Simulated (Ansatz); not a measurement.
# CH6GeO2: the cost of one run

Program: Ansatz 0.2.0, driven from Python. Level of theory: PBE/def2-SVP. These are calculated values, not measurements.

**1. Starting point**

Bond lengths: C1–O2 1.358 Å, O2–Ge3 1.789 Å, Ge3–O4 1.836 Å, C1–H5 1.140 Å, C1–H6 1.174 Å, C1–H7 1.105 Å, Ge3–H8 1.593 Å, Ge3–H9 1.522 Å, O4–H10 0.920 Å. Angles: C1–O2–Ge3 105.9°, O2–C1–H5 111.5°, O2–C1–H6 108.9°, O2–C1–H7 115.4°, H5–C1–H6 102.3°, H5–C1–H7 112.3°, H6–C1–H7 105.3°, O2–Ge3–O4 108.7°, O2–Ge3–H8 108.3°, O2–Ge3–H9 111.7°, O4–Ge3–H8 105.3°, O4–Ge3–H9 113.2°, H8–Ge3–H9 109.2°, Ge3–O4–H10 105.5°.

No structure file is read: the coordinates are typed or built in the script.

**2. The script**

The input, ch6geo2_torsion.py:

```python
import ansatz as az
from ase import Atoms


def main() -> None:
    atoms = Atoms(["C", "O", "Ge", "O", "H", "H", "H", "H", "H", "H"], positions=[
        (-0.6131, 1.4079, 0.0392),
        (0.0677, 0.5692, -0.7841),
        (0.1711, -0.9923, 0.082),
        (1.217, -2.1413, -0.8959),
        (-1.6893, 1.0643, 0.1896),
        (-0.7534, 2.44, -0.5017),
        (-0.1107, 1.6458, 0.9943),
        (0.9635, -0.7577, 1.4443),
        (-1.208, -1.5542, 0.3943),
        (2.0384, -1.7328, -0.9591),
    ])

    first = (
        az.Crystal.molecule_from_ase(atoms).calculation()
        .basis(gaussian="def2-SVP")
        .functional("pbe")
        .relax(force_tolerance=0.02, max_steps=80)
    )
    atoms.positions = first.run().report["positions_ang"]

    start = atoms.get_dihedral(2, 1, 0, 4)
    energies = {}
    for turn in range(0, 121, 20):
        turned = atoms.copy()
        turned.set_dihedral(2, 1, 0, 4, start + turn, indices=[0, 4, 5, 6])
        setup = az.Crystal.molecule_from_ase(turned).calculation().basis(gaussian="def2-SVP").functional("pbe")
        energies[round((start + turn) % 360)] = setup.run().report["free_energy_ev"]
    floor = min(energies.values())
    print("dihedral Ge2-O1-C0-H4 (deg)   E - E(min) (kcal/mol)")
    for angle, e in sorted(energies.items()):
        print(f"{angle:8d} {23.060548 * (e - floor):14.3f}  " + "#" * int(30 * (e - floor) / max(max(energies.values()) - floor, 1e-9)))


if __name__ == "__main__":
    main()
```

**3. The input behind the calls**

The package turns the script's settings into the engine's input (first run):

```yaml
crystal:
  periodic: [false, false, false]
  atoms:
    - { symbol: C, position_ang: [-0.6131, 1.4079, 0.0392] }
    - { symbol: O, position_ang: [0.0677, 0.5692, -0.7841] }
    - { symbol: Ge, position_ang: [0.1711, -0.9923, 0.082] }
    - { symbol: O, position_ang: [1.217, -2.1413, -0.8959] }
    - { symbol: H, position_ang: [-1.6893, 1.0643, 0.1896] }
    - { symbol: H, position_ang: [-0.7534, 2.44, -0.5017] }
    - { symbol: H, position_ang: [-0.1107, 1.6458, 0.9943] }
    - { symbol: H, position_ang: [0.9635, -0.7577, 1.4443] }
    - { symbol: H, position_ang: [-1.208, -1.5542, 0.3943] }
    - { symbol: H, position_ang: [2.0384, -1.7328, -0.9591] }
basis:
  gaussian:
    orbitals: def2-SVP
hamiltonian:
  xc: pbe
relax:
  f_tol: 0.02
  max_steps: 80
```

**4. Running it**

Launch:

```console
python ch6geo2_torsion.py
```

Q: Estimate wall time and peak memory on 1 thread of Arm Neoverse V1, shared host.

About 68 s, with a peak of 0.21 GiB.
